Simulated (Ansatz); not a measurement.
# C5H3O5PW: how energies converge with the basis set

One table from this session's results is given with a row withheld; the runs are named, their logs left out.

Computed with Ansatz 0.2.0, Gaussian basis. Level: one geometry, several basis sets.

The runs, in order: PBE0-D4/def2-SVP; ωB97M-V/def2-SVP; PBE0-D4/def2-QZVPP; ωB97M-V/def2-QZVPP; the functionals' def2-TZVPP values are taken from earlier runs.

### Structure used throughout

The geometry comes from an earlier relaxation with PBE0-D4 in a triple-zeta def2 set; it is a stationary point, not always the lowest conformer. W takes the def2 core potential; no spin-orbit term is included.

SMILES `[O+]#[C][W-6]([PH3+])([C]#[O+])([C]#[O+])([C]#[O+])[C]#[O+]`, 15 atoms, charge 0, spin multiplicity 1.

Atoms are counted from 1 here; the program's logs count them from 0.

Bond lengths: O1–C2 1.141 Å, C2–W3 2.051 Å, W3–P4 2.490 Å, W3–C5 2.051 Å, W3–C7 2.051 Å, W3–C9 2.051 Å, W3–C11 2.017 Å, P4–H13 1.413 Å, P4–H14 1.412 Å, P4–H15 1.413 Å, C5–O6 1.141 Å, C7–O8 1.141 Å, C9–O10 1.141 Å, C11–O12 1.143 Å. Angles: O1–C2–W3 179.9°, C2–W3–P4 90.1°, C2–W3–C5 179.8°, C2–W3–C7 90.0°, C2–W3–C9 90.0°, C2–W3–C11 90.1°, P4–W3–C5 89.7°, P4–W3–C7 89.6°, P4–W3–C9 90.2°, P4–W3–C11 179.6°, C5–W3–C7 90.0°, C5–W3–C9 90.0°, C5–W3–C11 90.1°, C7–W3–C9 179.8°, C7–W3–C11 90.1°, C9–W3–C11 90.1°, W3–P4–H13 120.3°, W3–P4–H14 119.6° and more.

The first run:

Input file in.yaml:

```yaml
crystal:
  periodic: [false, false, false]
  atoms:
    - {symbol: O, position_ang: [0.716954, -0.706011, 3.067311]}
    - {symbol: C, position_ang: [0.616488, -0.506324, 1.948817]}
    - {symbol: W, position_ang: [0.433780, -0.147449, -0.062315]}
    - {symbol: P, position_ang: [-1.896280, 0.659366, 0.287480]}
    - {symbol: C, position_ang: [0.243842, 0.213626, -2.072291]}
    - {symbol: O, position_ang: [0.142845, 0.412276, -3.191177]}
    - {symbol: C, position_ang: [-0.282744, -2.049399, -0.337227]}
    - {symbol: O, position_ang: [-0.675891, -3.109210, -0.491755]}
    - {symbol: C, position_ang: [1.143200, 1.757353, 0.212413]}
    - {symbol: O, position_ang: [1.536015, 2.817269, 0.364720]}
    - {symbol: C, position_ang: [2.316320, -0.809534, -0.354100]}
    - {symbol: O, position_ang: [3.382523, -1.185765, -0.520259]}
    - {symbol: H, position_ang: [-2.180865, 2.043081, 0.272853]}
    - {symbol: H, position_ang: [-2.913786, 0.260755, -0.607441]}
    - {symbol: H, position_ang: [-2.582399, 0.349976, 1.482961]}
basis:
  gaussian: {orbitals: def2-SVP}
hamiltonian: {xc: pbe0, dispersion: d4}
output: {orbitals: {seedname: orbitals}}
```

Steps of the session up to this table: PBE0-D4 in def2-SVP; ωB97M-V in def2-SVP; PBE0-D4 in def2-QZVPP; ωB97M-V in def2-QZVPP.

One table of the session follows, with a row left open; its other results are not shown here.

It belongs to the step «Functionals by basis». 

| functional | basis | HOMO (eV) | LUMO (eV) |
| --- | --- | --- | --- |
| PBE0-D4 | def2-SVP | -6.61 | -1.65 |
| PBE0-D4 | def2-TZVPP | ? | ? |
| PBE0-D4 | def2-QZVPP | -6.67 | -1.79 |
| ωB97M-V | def2-SVP | -8.28 | 0.32 |
| ωB97M-V | def2-TZVPP | -8.36 | 0.20 |
| ωB97M-V | def2-QZVPP | -8.38 | 0.09 |

**Question.** Estimate the row for PBE0-D4, def2-TZVPP.

As computed: HOMO (eV): -6.65; LUMO (eV): -1.75. In the column «HOMO (eV)» it lies between PBE0-D4, def2-QZVPP (-6.67) and PBE0-D4, def2-SVP (-6.61).
